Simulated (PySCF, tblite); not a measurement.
# C7H11ClSi2: geometry, infrared bands and NMR shifts

What infrared bands and NMR shifts should C7H11ClSi2 (`C#C[Si@@H](C#C[SiH2]Cl)C(C)C`) show?

Programs: tblite 0.8.0 and PySCF 2.14.0, with density-fitted response routines of our own. Each step states its level of theory. These are calculated values for one molecule in the gas phase, unless marked as measured. Atoms are numbered from 0 throughout.

### Step 1. The molecule as given

21 atoms, charge 0, multiplicity 1; geometry from: force field or distance geometry start.

Bonds of the start (Å): C0–C1 1.19, C1–Si2 1.90, Si2–C3 1.88, C3–C4 1.20, C4–Si5 1.86, Si5–Cl6 2.05, Si2–C7 1.94, C7–C8 1.53, C7–C9 1.53, C0–H10 1.07, Si2–H11 1.48, Si5–H12 1.47, Si5–H13 1.49, C7–H14 1.10, C8–H15 1.09, C8–H16 1.10, C8–H17 1.10, C9–H18 1.10, C9–H19 1.10, C9–H20 1.10.

### Step 2. Optimising the geometry with GFN2-xTB

Job settings and geometry (Å):

```
{"job": {"kind": "relax", "xc": "GFN2-xTB", "basis": "xTB"}, "charge": 0, "multiplicity": 1}
C     -0.523000    -2.295700    -3.112900
C     -0.413600    -1.921200    -1.984800
Si    -0.207300    -1.350200    -0.189400
C      1.384300    -0.373400     0.027900
C      2.396600     0.247800     0.194200
Si     3.957200     1.242400     0.421300
Cl     3.550300     2.852300     1.624200
C     -1.721600    -0.259400     0.327900
C     -1.866000     1.007500    -0.516400
C     -1.717800     0.093600     1.819800
H     -0.641300    -2.620700    -4.123000
H     -0.195400    -2.539100     0.698600
H      4.467000     1.776200    -0.855600
H      5.022400     0.443400     1.094200
H     -2.614400    -0.880100     0.141900
H     -1.018600     1.683800    -0.369400
H     -2.774800     1.562800    -0.231000
H     -1.949500     0.773500    -1.585600
H     -2.623100     0.644900     2.095100
H     -1.663400    -0.802400     2.446900
H     -0.857200     0.730900     2.075800
```

Started as:

```console
$ OMP_NUM_THREADS=1 python probes_run.py task.json out
```

This one command runs all jobs of the session in turn.

**Question.** This job is followed by: GFN2-xTB harmonic vibrations, gas phase; GIAO PBE0/pcSseg-1 NMR shielding, non-relativistic, gas phase. Predict these results of the whole session: strongest single infrared mode (GFN2-xTB); zero-point energy (GFN2-xTB); 13C shifts against TMS (PBE0/pcSseg-1); 1H shifts against TMS (PBE0/pcSseg-1, means over atoms taken as alike); 29Si shifts against TMS (PBE0/pcSseg-1); 35Cl shifts against HCl (PBE0/pcSseg-1).

The runs gave:

| quantity | value |
| --- | --- |
| strongest single infrared mode (GFN2-xTB) | 864 cm⁻¹, 349 km/mol |
| zero-point energy (GFN2-xTB) | 92.6 kcal/mol |
| 13C shifts against TMS (PBE0/pcSseg-1) | 118.0, 115.2, 104.1, 86.5, 20.5, 19.7, 19.5 ppm |
| 1H shifts against TMS (PBE0/pcSseg-1, means over atoms taken as alike) | 5.28, 5.26, 4.74, 1.94, 1.37, 1.22, 1.22 ppm |
| 29Si shifts against TMS (PBE0/pcSseg-1) | -47.4, -57.9 ppm |
| 35Cl shifts against HCl (PBE0/pcSseg-1) | -42 ppm |

In words: Over 74 steps the energy fell by 0.114 eV; of the close pairs, C1–Si2 changed most, 1.895 to 1.853 Å. The lowest mode is slightly imaginary (8i cm⁻¹), a soft motion within the noise of the Hessian, so the minimum is not strictly shown. The strongest single mode, at 864 cm⁻¹, is carried by C3, C4, Si2, Si5. GFN2-xTB is a fitted tight-binding method: band positions and strengths are rough. Its intensities can rank the bands wrongly.
